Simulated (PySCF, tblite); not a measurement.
**CH9NSSi3 (triplet), a small gas-phase stand-in for a defect centre: EPR parameters**

Aim: the EPR parameters of `[SiH3]S[C]N([SiH3])[SiH3]`. It is drawn as: twofold C.

Programs: tblite 0.8.0 and PySCF 2.14.0. All values are calculated, for the isolated system unless a continuum is named. Atoms count from 0, parts from 1.

### 1 The system as given

15 atoms, charge 0, multiplicity 3; geometry: distance geometry start.

### 2 Geometry optimisation with GFN2-xTB

What the job is given:

```
{"job": {"kind": "relax", "xc": "GFN2-xTB", "basis": "xTB"}, "charge": 0, "multiplicity": 3}
C      0.869967     0.108991    -0.079159
N      1.812531    -0.559200     0.809538
Si     2.129506    -2.316921     0.458144
Si     1.638268    -0.108385     2.567569
S     -0.414926     0.651772    -1.181555
Si    -0.855633     2.695733    -1.658053
H      3.061486    -2.396978    -0.600599
H      2.648731    -2.931570     1.629505
H      0.927539    -2.961744     0.077618
H      0.320012     0.288927     2.840297
H      2.525478     0.931630     2.902720
H      1.967829    -1.255427     3.362224
H     -0.200880     3.559370    -0.723786
H     -0.326598     2.995109    -2.980763
H     -2.248408     2.920733    -1.664501
```

With the program's defaults for keys left out, this is: GFN2-xTB geometry optimisation, gas phase.

On the command line:

```
OMP_NUM_THREADS=1 python cluster_run.py task.json out
```

This one command runs all jobs of the session in turn.

**Question.** The jobs that follow are: PBE0-D3(BJ)/def2-SVP geometry optimisation, gas phase; UKS B3LYP, IGLO-III on C N S Si, pcH-1 on H, non-relativistic, mean-field spin-orbit, GIAO; UKS BHandHLYP, IGLO-III on C N S Si, pcH-1 on H, non-relativistic, mean-field spin-orbit, GIAO. Predict: point group; rotational constants (main isotopes); D, E (B3LYP); g(iso) (B3LYP); ⟨S²⟩; largest a(iso).

As calculated:

| quantity | value |
| --- | --- |
| point group | C1 |
| rotational constants (main isotopes) | 2.42, 0.80, 0.65 GHz |
| D, E (B3LYP) | 0.713, 0.062 cm⁻¹ |
| g(iso) (B3LYP) | 2.00267 |
| ⟨S²⟩ | 2.009 (exact 2.00) |
| largest a(iso) | 13C on C0, 291.5 MHz |

The start of the PBE0/def2-SVP relaxation was shaken at random by about 0.01 Å, so part of the energy gained, and of the first lengths quoted, undoes that. The optimisation took 7 steps and gained 0.370 eV; among the close pairs (by a distance rule), Si2–H8 changed most, from 1.435 to 1.492 Å (PBE0/def2-SVP). No frequency check was run at this level, so the end point may be a saddle. C0 carries the largest spin population, 1.49 e. The isotropic g lies 0.4 ppt above the free-electron value. The coupling of 13C on C0 runs from 291.5 (B3LYP/IGLO-III+pcH-1) to 322.8 MHz (BHandHLYP/IGLO-III+pcH-1). The triplet was assumed; the singlet may lie lower. A capped cluster stands for the solid here, so long-range fields and strain are missing, and bands or shifts of the capping hydrogens have no counterpart in it.
